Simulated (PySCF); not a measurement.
# CH2OY (Y(H2CO)3+): the cost of one run

The runs use PySCF 2.14.0; PBE0, Y def2-SVP with ECP28, O def2-SVP, C def2-SVP, H def2-SVP; scalar-relativistic core potentials, no spin–orbit coupling.

1 further run of the same task is left out (for a known fault of the program).

## 1. Where the work starts

5 atoms, charge 3, spin multiplicity 1.

Bond lengths: Y1–O2 2.038 Å, O2–C3 1.270 Å, C3–H4 1.114 Å, C3–H5 1.114 Å. Angles: Y1–O2–C3 180.0°, O2–C3–H4 119.1°, O2–C3–H5 119.1°, H4–C3–H5 121.8°.

As a file:

```tsv
atom	x (Å)	y (Å)	z (Å)
Y1	0.00000	0.00000	-0.48443
O2	0.00000	0.00000	1.55312
C3	0.00000	0.00000	2.82346
H4	0.97370	0.00000	3.36567
H5	-0.97370	0.00000	3.36567
```

Formal oxidation states: Y +3. An earlier session relaxed this geometry at PBE0, Y def2-SVP with ECP28, O def2-SVP, C def2-SVP, H def2-SVP (singlet, point group C2v).

Its energy there is -151.286918 Eh.

## 2. One electron removed, multiplicity 2

Input file run.py (the lines that set the calculation):

```python
mol = gto.M(atom='''
Y      0.00000     0.00000    -0.48443
O      0.00000     0.00000     1.55312
C      0.00000     0.00000     2.82346
H      0.97370     0.00000     3.36567
H     -0.97370     0.00000     3.36567''',
    basis={'Y': 'def2-SVP', 'O': 'def2-SVP', 'C': 'def2-SVP', 'H': 'def2-SVP'},
    ecp={'Y': 'def2-SVP'},
    charge=4, spin=1)
mf = dft.UKS(mol, xc='PBE0')
mf.grids.atom_grid = (50, 194)
mf = mf.density_fit()  # fitting sets: Y def2-universal-JKFIT, O def2-universal-JKFIT, C def2-universal-JKFIT, H def2-universal-JKFIT
mf.conv_tol = 1e-08; mf.max_cycle = 55
mf.kernel(dm0)  # dm0: the density of the relaxed state
```

Launch:

```console
OMP_NUM_THREADS=2 python run.py
```

**Question.** How long does this run take on 2 threads of Intel Xeon at 2.60GHz (Ice Lake), shared host?

About 1.1 s.
